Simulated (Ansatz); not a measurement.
**AlGeHO (triplet): the correlation ladder at a displaced geometry (v1), cc-pVDZ**

The task here is to estimate one member of a computed series from the others.

Computed with Ansatz 0.2.0, Gaussian basis. Level: cc-pVDZ, core rule «outside noble gas», up to 20 orbitals frozen.

Plan: UHF; CCSD(T) on ROHF; CCSD(T) on UHF; BCCD(T) on ROHF; CISD as a restricted active space (open shells left free, so some higher excitations enter); CCSDT(Q) on ROHF; CCSDT(Q) on UHF.

24 further runs of the same task are left out: 6 that didn't finish, 18 set aside as unsound or not needed. Runs told in other sessions of the task aren't counted.

## What is computed

The geometry is a PBE0/def2-TZVP stationary point (not a proven minimum) with its atoms shifted at random (size 0.040 Å). No spin-orbit coupling is included. The filled d shell of Ge may be among the frozen orbitals whatever the setting's name suggests.

4 atoms, charge 0, spin multiplicity 3.

Atoms are counted from 1 here; the program's logs count them from 0.

Bond lengths: Al1–Ge2 2.430 Å, Al1–O3 1.599 Å, O3–H4 0.985 Å. Angles: Ge2–Al1–O3 178.0°, Al1–O3–H4 170.7°.

Set-up of the first run:

in.yaml

```yaml
crystal:
  periodic: [false, false, false]
  atoms:
    - {symbol: Al, position_ang: [0.002337, -0.001845, -0.435579]}
    - {symbol: Ge, position_ang: [0.001504, -0.017987, -2.865932]}
    - {symbol: O, position_ang: [0.049468, 0.041323, 1.162055]}
    - {symbol: H, position_ang: [-0.053309, -0.021491, 2.139457]}
basis:
  gaussian: {orbitals: cc-pVDZ}
magnetization: {spin_polarized: true, initial_magnetization: 2}
hamiltonian: {xc: hf}
output: {orbitals: {seedname: orbitals}}
```

Run with:

```bash
$ ansatz run in.yaml --threads 1 --pin off --events-out ev --progress --plain --max-ram 2393MiB
```

Steps of the session up to this table: UHF; CCSD(T) on ROHF; CCSD(T) on UHF; BCCD(T) on ROHF; CISD as a restricted active space (open shells left free, so some higher excitations enter); CCSDT(Q) on ROHF; CCSDT(Q) on UHF.

One of the session's tables, all rows but one given; the rest of the session is left out.

```
   method  from UCCSDT(Q) (meV)
     ROHF               +9045.6
      UHF               +8948.1
     RMP2                +977.4
     UMP2                     ?
     CISD               +1194.9
    RCCSD                +320.3
    UCCSD                +312.4
 RCCSD(T)                 +69.4
 UCCSD(T)                 +64.5
  BCCD(T)                 +67.7
   RCCSDT                 +34.8
   UCCSDT                 +29.2
RCCSDT(Q)                  +7.6
UCCSDT(Q)                     0
```

**Question.** Estimate the row for UMP2.

The run gave: from UCCSDT(Q) (meV): +998.5. In the column «from UCCSDT(Q) (meV)» it lies between RMP2 (+977.4) and CISD (+1194.9).

Caveats from the session: Restricted and unrestricted rows rest on different reference determinants; a gap between their highest levels can come from leftover correlation error, from unlike frozen cores or from another state.
